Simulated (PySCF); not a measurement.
# C2H6Ge2O: a tour of settings

Aim: see how C2H6Ge2O (`C#[C][GeH2][O][GeH3]`) answers to the choice of functional, basis, grid and SCF options, and what happens with inputs that are wrong on purpose.

Computed with PySCF 2.14.0, with density-fitted response routines of our own, on a single molecule in the gas phase. Atoms are numbered from 0 throughout.

### Step 1. Starting geometry

11 atoms, charge 0, multiplicity 1; geometry from: GFN2-xTB.

Bonds of the start (Å): C0–C1 1.20, C1–Ge2 1.90, Ge2–O3 1.75, O3–Ge4 1.74, C0–H5 1.05, Ge2–H6 1.51, Ge2–H7 1.50, Ge4–H8 1.50, Ge4–H9 1.50, Ge4–H10 1.50.

### Step 2. NMR shieldings: PBE0/pcSseg-1

What the job is given:

```
{"job": {"kind": "nmr", "xc": "PBE0", "basis": "pcSseg-1"}, "charge": 0, "multiplicity": 1}
C      2.595392     1.162553    -0.135346
C      1.885750     0.193804    -0.213712
Ge     0.682329    -1.277900    -0.308675
O     -0.865129    -0.798588     0.346062
Ge    -2.046910     0.475326     0.363770
H      3.234720     1.997935    -0.072893
H      0.480441    -1.690632    -1.742673
H      1.094959    -2.400440     0.596579
H     -1.401791     1.721917     0.894773
H     -3.097789    -0.068438     1.279597
H     -2.556548     0.687134    -1.033447
```

Method: GIAO PBE0/pcSseg-1 NMR shielding, non-relativistic, gas phase.

Launch:

```bash
OMP_NUM_THREADS=1 python probes_run.py task.json out
```

The driver reads the jobs from task.json and runs them one after another.

What it wrote:

```text
coarse grid: 45208 points
cycle   1  E = -4307.6220090177  dE = -7.906e-01  |g| = 1.483e+00  |ddm| = 3.482e+00
cycle   2  E = -4307.1753249572  dE =  4.467e-01  |g| = 2.079e+00  |ddm| = 2.141e+00
cycle   3  E = -4307.7998190217  dE = -6.245e-01  |g| = 4.758e-01  |ddm| = 1.697e+00
cycle   4  E = -4307.8403007013  dE = -4.048e-02  |g| = 8.770e-02  |ddm| = 3.519e-01
cycle   5  E = -4307.8410772966  dE = -7.766e-04  |g| = 1.219e-02  |ddm| = 5.789e-02
cycle   6  E = -4307.8410657382  dE =  1.156e-05  |g| = 1.237e-02  |ddm| = 1.453e-02
cycle   7  E = -4307.8411019636  dE = -3.623e-05  |g| = 2.104e-03  |ddm| = 8.609e-03
cycle   8  E = -4307.8411028414  dE = -8.778e-07  |g| = 4.860e-04  |ddm| = 1.582e-03
final grid: 91936 points
cycle   9  E = -4307.8410845999  dE =  3.402e-08  |g| = 7.424e-04  |ddm| = 1.334e-03
cycle  10  E = -4307.8410842757  dE =  3.241e-07  |g| = 1.377e-03  |ddm| = 1.328e-03
cycle  11  E = -4307.8410846927  dE = -4.170e-07  |g| = 2.248e-04  |ddm| = 9.450e-04
cycle  12  E = -4307.8410847020  dE = -9.331e-09  |g| = 2.140e-05  |ddm| = 1.387e-04
cycle  13  E = -4307.8410847021  dE = -8.549e-11  |g| = 5.915e-06  |ddm| = 1.793e-05
converged SCF energy = -4307.8410847021

GIAO shielding tensors (ppm)
atom      isotropic    diamagn.    paramagn.     s11        s22        s33       span
  0 C       83.286     259.834    -176.548     -1.507      2.021    249.344    250.851
  1 C       99.331     269.333    -170.002     -0.118      6.341    291.769    291.887
  2 Ge    1408.670    2753.754   -1345.084   1293.075   1350.224   1582.711    289.636
  3 O      358.221     408.450     -50.229    258.409    385.330    430.924    172.516
  4 Ge    1406.107    2756.250   -1350.143   1282.505   1300.197   1635.619    353.114
  5 H       29.712      33.310      -3.598     24.519     24.709     39.907     15.388
  6 H       26.440      27.490      -1.051     19.715     21.755     37.849     18.135
  7 H       26.468      27.091      -0.623     19.442     21.706     38.257     18.815
  8 H       26.548      29.835      -3.287     19.353     23.386     36.907     17.553
  9 H       26.699      28.477      -1.777     19.513     22.389     38.196     18.683
 10 H       26.684      29.023      -2.339     19.797     22.662     37.592     17.795
```

Wall time 20 s (1 thread of Arm Neoverse V1, shared host); peak memory 0.77 GiB.

Shifts follow as δ = σ(reference) − σ, with reference shieldings (ppm) from runs at the same level and on the same kind of geometry: 1H TMS 31.72, 13C TMS 186.9, 17O H2O 336.1, 73Ge GeMe4 1331. The references are single molecules in the gas phase, so shifts against H2O, NH3, PH3, H3PO4 or CFCl3 are not on the usual liquid scales and can be off by tens of ppm. Atoms listed in one row are averaged.

```tsv
atoms	environment	σ (ppm)	δ (ppm)
C0	terminal alkyne carbon	83.3	103.6
C1	alkyne carbon	99.3	87.6
H6, H7	hydrogen on a germanium bonded to C, O	26.45	5.26
H8, H9, H10	hydrogen on a germanium bonded to O	26.64	5.07
H5	hydrogen on a terminal alkyne carbon	29.71	2.01
Ge4	germanium bonded to O, 3 H	1406	-75
Ge2	germanium bonded to C, O, 2 H	1409	-78
O3	oxygen bonded to 2 Ge	358.2	-22.1
```

Charges from the same density, by scheme (e):

```tsv
atoms	Mulliken	IAO	Hirshfeld	ESP fit
C0	-0.27	-0.19	-0.09	-0.34
C1	-0.19	-0.32	-0.16	-0.14
Ge2	0.89	0.91	0.44	0.52
O3	-0.93	-0.84	-0.35	-0.44
Ge4	0.58	0.75	0.39	0.45
```

Mayer bond orders: C0–C1 2.68, C1–Ge2 0.78, Ge2–O3 0.82, O3–Ge4 0.79.

### Step 3. Excited states and response: PBE0/def2-SVPD

The job, as its differences from that of step 2:

```diff
@@ -1,2 +1,2 @@
-{"job": {"kind": "nmr", "xc": "PBE0", "basis": "pcSseg-1"}, "charge": 0, "multiplicity": 1}
+{"job": {"kind": "uv", "xc": "PBE0", "basis": "def2-SVPD", "nstates": 6, "ntriplets": 2}, "charge": 0, "multiplicity": 1}
 C      2.595392     1.162553    -0.135346
```

Level: TDDFT PBE0/def2-SVPD, vertical, gas phase, core orbitals frozen in the response.

What it wrote:

```text
coarse grid: 45208 points
cycle   1  E = -4307.5054566037  dE = -6.888e-01  |g| = 9.702e-01  |ddm| = 6.730e+00
cycle   2  E = -4307.0981638928  dE =  4.073e-01  |g| = 1.722e+00  |ddm| = 3.508e+00
cycle   3  E = -4307.6517663280  dE = -5.536e-01  |g| = 2.578e-01  |ddm| = 2.456e+00
cycle   4  E = -4307.6645979255  dE = -1.283e-02  |g| = 4.861e-02  |ddm| = 4.328e-01
cycle   5  E = -4307.6649083878  dE = -3.105e-04  |g| = 1.418e-02  |ddm| = 7.656e-02
cycle   6  E = -4307.6649431894  dE = -3.480e-05  |g| = 7.530e-03  |ddm| = 2.542e-02
cycle   7  E = -4307.6649578257  dE = -1.464e-05  |g| = 1.124e-03  |ddm| = 1.157e-02
cycle   8  E = -4307.6649580457  dE = -2.201e-07  |g| = 3.064e-04  |ddm| = 1.916e-03
final grid: 91936 points
cycle   9  E = -4307.6649443141  dE = -3.175e-08  |g| = 3.648e-04  |ddm| = 6.795e-03
cycle  10  E = -4307.6649442828  dE =  3.132e-08  |g| = 5.235e-04  |ddm| = 1.067e-03
cycle  11  E = -4307.6649443283  dE = -4.555e-08  |g| = 1.396e-04  |ddm| = 6.818e-04
cycle  12  E = -4307.6649443329  dE = -4.604e-09  |g| = 9.275e-06  |ddm| = 1.750e-04
cycle  13  E = -4307.6649443330  dE = -1.455e-11  |g| = 5.944e-06  |ddm| = 1.931e-05
converged SCF energy = -4307.6649443330

Static polarisability (au): isotropic 81.790, principal 68.609 80.806 95.954

Singlet excitations
state   eV       nm        f      main configurations
  1   5.9740    207.5   0.00011   H->L 0.62, H-2->L 0.20
  2   6.3209    196.1   0.00644   H-1->L 0.46, H->L 0.24, H-2->L 0.15
  3   6.3964    193.8   0.00999   H-2->L 0.44, H-1->L 0.16, H-2->L+1 0.14
  4   6.5977    187.9   0.00047   H-1->L+1 0.53, H-3->L+1 0.20, H-2->L+1 0.15
  5   6.7193    184.5   0.00821   H-3->L 0.70, H-1->L 0.14
  6   7.3657    168.3   0.02367   H->L+1 0.60, H-2->L+1 0.17, H->L+2 0.10

Triplet excitations (Tamm-Dancoff, eV): 5.0030 5.4420
```

Run time: 27 s. Hardware: 1 thread of Arm Neoverse V1, shared host; peak memory 0.77 GiB.

The orbitals next to the gap, with their largest atomic shares:

```tsv
orbital	eV	atoms
HOMO−3	-8.73	O3 24 %, C1 21 %, C0 18 %
HOMO−2	-8.49	C1 33 %, C0 32 %, O3 15 %
HOMO−1	-8.35	O3 31 %, C1 24 %, C0 23 %
HOMO	-8.14	O3 33 %, C0 12 %, C1 12 %
LUMO	-0.61	Ge2 22 %, C0 18 %, C1 18 %
LUMO+1	0.18	C0 33 %, C1 29 %, Ge2 18 %
LUMO+2	0.35	Ge4 28 %, Ge2 24 %, C0 8 %
```

With each of the 6 states as a Gaussian band of 0.4 eV half-width at 1/e, the curve within the window shown has maxima at 192 nm (ε 870), 169 nm (ε 990) L/(mol cm). Beyond the last state computed it falls off for lack of states. The curve at chosen wavelengths:

```tsv
nm	ε (L/mol/cm)
162	547
165	822
167	944
170	979
173	872
176	730
178	666
181	648
184	706
186	763
189	839
192	868
195	830
197	769
200	639
203	490
206	347
208	264
211	166
214	98
216	67
219	36
222	18
225	9
227	6
230	3
```

Further results of this job:

```tsv
property	computed
dipole moment (D)	0.94
polarisability (Å³)	12.12
HOMO–LUMO gap (eV)	7.53
−ε(HOMO) (eV)	8.14
```

### Step 4. Spin-spin couplings: PBE0/cc-pVDZ-PP

The job, as its differences from that of step 3:

```diff
@@ -1,2 +1,2 @@
-{"job": {"kind": "uv", "xc": "PBE0", "basis": "def2-SVPD", "nstates": 6, "ntriplets": 2}, "charge": 0, "multiplicity": 1}
+{"job": {"kind": "j", "xc": "PBE0", "basis": "cc-pVDZ-PP", "scf": {"max_cycle": 3}}, "charge": 0, "multiplicity": 1}
 C      2.595392     1.162553    -0.135346
```

With the program's defaults for keys left out, this is: PBE0/cc-pVDZ-PP.

What it wrote:

```text
KeyError: 'Element c (Z=6) not found in basis cc-pVDZ-PP version 0'
```

It took 0.01 s on 1 thread of Arm Neoverse V1, shared host.

**What went wrong.** The basis cc-pVDZ-PP has no functions for an element of the molecule, so the input was refused before any integral. Cure: choose a basis that covers all elements.

### Step 5. NMR shieldings: TPSS/pcSseg-1

The job, as its differences from that of step 4:

```diff
@@ -1,2 +1,2 @@
-{"job": {"kind": "j", "xc": "PBE0", "basis": "cc-pVDZ-PP", "scf": {"max_cycle": 3}}, "charge": 0, "multiplicity": 1}
+{"job": {"kind": "nmr", "xc": "TPSS", "basis": "pcSseg-1", "pop": true, "scf": {"conv": 0.01, "aux": "cc-pvdz-ri", "max_cycle": 78}}, "charge": 0, "multiplicity": 1}
 C      2.595392     1.162553    -0.135346
```

Method: TPSS/pcSseg-1.

What it wrote:

```text
NotImplementedError: meta-GGA GIAO
```

Wall time 11 s (1 thread of Arm Neoverse V1, shared host).

Why it failed: This response code has no terms for the kinetic-energy density, so it refuses meta-GGA functionals here. The remedy is to take a GGA or a hybrid, or another code.

### Step 6. Shielding tensors: PBE/pcSseg-1

The job, as its differences from that of step 5:

```diff
@@ -1,2 +1,2 @@
-{"job": {"kind": "nmr", "xc": "TPSS", "basis": "pcSseg-1", "pop": true, "scf": {"conv": 0.01, "aux": "cc-pvdz-ri", "max_cycle": 78}}, "charge": 0, "multiplicity": 1}
+{"job": {"kind": "nmr", "xc": "PBE", "basis": "pcSseg-1", "pop": false, "scf": {"guess": "1e", "max_cycle": 96}}, "charge": 0, "multiplicity": 1}
 C      2.595392     1.162553    -0.135346
```

With the program's defaults for keys left out, this is: GIAO PBE/pcSseg-1 NMR shielding, non-relativistic, gas phase.

What it wrote:

```text
final grid: 91936 points
cycle   1  E = -3375.6669641026  dE =  4.661e+02  |g| = 4.199e+01  |ddm| = 1.682e+03
cycle   2  E = -4048.8691844054  dE = -6.732e+02  |g| = 4.195e+01  |ddm| = 1.704e+03
cycle   3  E = -4225.0039943074  dE = -1.761e+02  |g| = 1.998e+01  |ddm| = 2.984e+01
cycle   4  E = -4084.5874381528  dE =  1.404e+02  |g| = 1.968e+01  |ddm| = 7.033e+01
cycle   5  E = -4143.9461076830  dE = -5.936e+01  |g| = 2.108e+01  |ddm| = 7.422e+01
cycle   6  E = -4286.3747805740  dE = -1.424e+02  |g| = 1.067e+01  |ddm| = 1.986e+01
cycle   7  E = -4303.2722456184  dE = -1.690e+01  |g| = 5.748e+00  |ddm| = 8.780e+00
cycle   8  E = -4295.9357268866  dE =  7.337e+00  |g| = 6.079e+00  |ddm| = 7.735e+00
cycle   9  E = -4306.4529397522  dE = -1.052e+01  |g| = 2.292e+00  |ddm| = 6.675e+00
cycle  10  E = -4306.4594923420  dE = -6.553e-03  |g| = 2.074e+00  |ddm| = 3.261e+00
cycle  11  E = -4307.6931869996  dE = -1.234e+00  |g| = 4.669e-01  |ddm| = 1.733e+00
cycle  12  E = -4307.7281999750  dE = -3.501e-02  |g| = 2.209e-01  |ddm| = 6.194e-01
cycle  13  E = -4307.7425827881  dE = -1.438e-02  |g| = 7.623e-02  |ddm| = 3.130e-01
cycle  14  E = -4307.7433077132  dE = -7.249e-04  |g| = 3.007e-02  |ddm| = 7.410e-02
cycle  15  E = -4307.7434813913  dE = -1.737e-04  |g| = 8.322e-03  |ddm| = 3.076e-02
cycle  16  E = -4307.7434939542  dE = -1.256e-05  |g| = 1.707e-03  |ddm| = 8.332e-03
cycle  17  E = -4307.7434947034  dE = -7.492e-07  |g| = 2.926e-04  |ddm| = 1.993e-03
cycle  18  E = -4307.7434947231  dE = -1.972e-08  |g| = 5.810e-05  |ddm| = 3.085e-04
cycle  19  E = -4307.7434947237  dE = -5.648e-10  |g| = 2.194e-05  |ddm| = 7.647e-05
converged SCF energy = -4307.7434947237

GIAO shielding tensors (ppm)
atom      isotropic    diamagn.    paramagn.     s11        s22        s33       span
  0 C       83.144     258.115    -174.972     -0.363      3.494    246.300    246.663
  1 C       95.970     267.349    -171.379     -3.726      3.463    288.172    291.898
  2 Ge    1345.973    2754.391   -1408.418   1223.423   1274.219   1540.278    316.855
  3 O      340.572     407.243     -66.671    232.676    370.936    418.103    185.427
  4 Ge    1344.136    2756.115   -1411.979   1206.005   1227.871   1598.531    392.526
  5 H       29.732      33.699      -3.967     24.696     24.868     39.632     14.937
  6 H       26.066      27.631      -1.565     19.337     21.411     37.450     18.113
  7 H       26.136      27.296      -1.160     19.117     21.427     37.864     18.746
  8 H       26.207      29.710      -3.503     19.019     23.087     36.516     17.497
  9 H       26.423      28.447      -2.024     19.260     22.205     37.803     18.543
 10 H       26.349      28.933      -2.585     19.464     22.364     37.219     17.755
```

Run time: 31 s. Hardware: 1 thread of Arm Neoverse V1, shared host; peak memory 0.69 GiB.

Despite a poor start guess, the SCF converged in 19 cycles.

Key values: σ C0 83.1, C1 96.0, Ge4 1344, Ge2 1346, H6 26.10, H8 26.33 ppm (means over like atoms).

### Step 7. Side by side: NMR shifts

Shifts (ppm), means over like atoms, with basis size and wall time:

```tsv
run	C0	C1	H6	H8	H5	O3	functions	time
PBE0/pcSseg-1	103.6	87.6	5.26	5.07	2.01	-22.1	163	20 s
PBE/pcSseg-1	99.5	86.7	5.54	5.31	1.91	-4.3	163	31 s
```

### Step 8. What came out

```
                                                              quantity                                            value
                                13C shifts against TMS (PBE0/pcSseg-1)                                  103.6, 87.6 ppm
1H shifts against TMS (PBE0/pcSseg-1, means over atoms taken as alike)                             5.26, 5.07, 2.01 ppm
                             73Ge shifts against GeMe4 (PBE0/pcSseg-1)                                     -75, -78 ppm
                                17O shifts against H2O (PBE0/pcSseg-1)                                        -22.1 ppm
                                       lowest singlet (PBE0/def2-SVPD)                      5.97 eV (208 nm), f = 0.000
                              brightest single state of those computed                      state 6, 7.37 eV, f = 0.024
                                                        lowest triplet                                          5.00 eV
                                              range of the shift of O3                                -22.1 to -4.3 ppm
                                         property runs in this session  5, of which 2 failed and 0 gave unsound results
```

In words: Single values in the summary come from the first run of each kind that ended normally (PBE0/pcSseg-1; PBE0/def2-SVPD), which need not be the best level. At PBE0/pcSseg-1: The largest span, 353 ppm, is at Ge4, where the paramagnetic term is -1350 ppm. The lowest singlet, at 5.97 eV, is HOMO→LUMO 0.62, HOMO−2→LUMO 0.20 and is dark; of the 6 states computed, the strongest absorption comes from state 6 at 7.37 eV (the last computed, so partners may be missing). The lowest triplet lies 0.97 eV below the lowest singlet (triplets in Tamm-Dancoff, singlets in full TDDFT). Among the atoms with a shift in every run: Across the 2 runs the shift of O3 moves most, between -22.1 (PBE0/pcSseg-1) and -4.3 ppm (PBE/pcSseg-1). Spin-orbit coupling is left out, which matters for shieldings and couplings at and beside the heavy atoms.
